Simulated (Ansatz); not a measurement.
This script drives the Python package of Ansatz (0.2.0).

Script `slab_na.py`:
```python
'''Cutting and solving a surface of Na.'''

import ansatz as az
from ase import Atoms
from ase.build import surface
import numpy as np


def main() -> None:
    atoms = Atoms(
        ['Na'],
        scaled_positions=[
            [0.0, 0.0, 0.0],
        ],
        cell=[
            [-1.88829, 1.88829, 2.63728],
            [1.88829, -1.88829, 2.63728],
            [1.88829, 1.88829, -2.63728],
        ],
        pbc=True,
    )
    # the plane is named in the basis of this cell
    slab = surface(atoms, (1, 1, 0), 4, vacuum=6.0)
    slab.pbc = True

    print(slab.get_chemical_formula(), 'area {:.3f} A^2, cell height {:.2f} A'.format(np.linalg.norm(np.cross(slab.cell[0], slab.cell[1])), slab.cell[2, 2]))


    def prepared(structure):
        return (
            az.Crystal.from_ase(structure).calculation()
            .functional('r2scan')
            .occupations('gaussian', width=0.05)
            .basis(21 * az.Ha)
            .scf(max_iterations=100, lower_state_search='off')
        )


    base = (
        prepared(slab)
        .kpoints(3, 5, 1)
        .electric_field(axis=3, dipole_correction=True)
        .potential()
        .forces()
    )
    res = base.run()
    r = res.report

    print(f'slab free energy {r["free_energy_ev"]:.4f} eV, Fermi level {r["fermi_energy_ev"]:.3f} eV')
    face = r['work_function']
    print('work function (eV), upper and lower face:', *(round(face[k], 3) for k in ('phi_plus_ev', 'phi_minus_ev') if face.get(k) is not None))
    print(f'dipole {face["dipole_moment_e_ang"]:+.4f} e A')

    # surface energy from the bulk energy at the same settings
    bulk = prepared(atoms).kpoints(8, 8, 8).run().report
    excess = r['free_energy_ev'] - bulk['free_energy_ev'] * len(slab) / len(atoms)
    area = np.linalg.norm(np.cross(slab.cell[0], slab.cell[1]))
    print(f'mean surface energy {excess / (2 * area) * 16.02177:.3f} J/m^2 ({1000 * excess / (2 * area):.1f} meV/A^2)')

    print('z (A) and force along z (eV/A)')
    for site, force in sorted(zip(res.lattice.sites, r['forces_ev_ang']), key=lambda pair: pair[0].position_ang[2]):
        print(f'{site.symbol:3s} {site.position_ang[2]:8.3f} {force[2]:9.4f}')


if __name__ == '__main__':
    main()
```

It is started by `python slab_na.py`. Estimate its wall time and peak memory on 1 thread of Arm Neoverse V2, with other jobs on the host.

It took about 34 s, with a peak of 1.3 GiB, for 2 runs of the engine.

Output of `python slab_na.py`:
```text
Na4 area 20.045 A^2, cell height 17.63 A
RunWarning: efield: at this solve's end the planar-averaged density reaches 1.04e-4 e/Å³ inside the ramp window [0.8933, 0.1067] (bound 1e-5 e/Å³); the window's nearer edge stands 4.12 Å from this solve's nearest atom along the axis. Its work functions, free energy, forces, stress, dipole, levels and responses can be off, and this figure does not tell by how much. The cell may have no vacuum along `efield.axis`. A short vacuum, a low `basis.ecutwfc` or `basis.ecutrho_ratio` and negative [...]
RunWarning: The output density's exchange-correlation potential varies sharply where the density is thin. Do not read a vacuum level from v_tot or v_xc, or from such a field of the output density. On a cell that repeats whose density bears no net charge and no dipole along the vacuum's axis use v_es (v_loc + v_h of the components); under efield.dipole_correction with no amplitude use v_es + v_field, which holds any external_charges[].barrier, or the levels of the report's work_function block, [...]
slab free energy -5953.7817 eV, Fermi level -0.622 eV
work function (eV), upper and lower face: 2.492 2.493
dipole -0.0000 e A
mean surface energy 0.268 J/m^2 (16.7 meV/A^2)
z (A) and force along z (eV/A)
Na     6.000    0.1046
Na     7.876    0.0347
Na     9.753   -0.0347
Na    11.629   -0.1046
```
(Warnings from the package without file and line, shortened.)

Notes:
- These settings explore the input space; cutoff and mesh may be short of convergence.
- The density doesn't vanish in the vacuum (a short gap or a low cutoff), which blurs the vacuum level.
- For a metal this k-point mesh is coarse: on a finer one energies can move by several to tens of meV an atom and pressures by half a GPa or more, differences at one mesh by less.
- An absolute Fermi energy rests on an arbitrary zero of the periodic potential and has no direct meaning.
- This isn't the structure that Na takes at ambient conditions.
- The slab is thin and cut from the structure as given; a cut can leave two unlike or polar faces, and the surface energy is then their mean. Miller indices refer to the vectors of the cell as typed, and the lattice isn't relaxed for this functional, so relaxation and surface energy can hold strain.
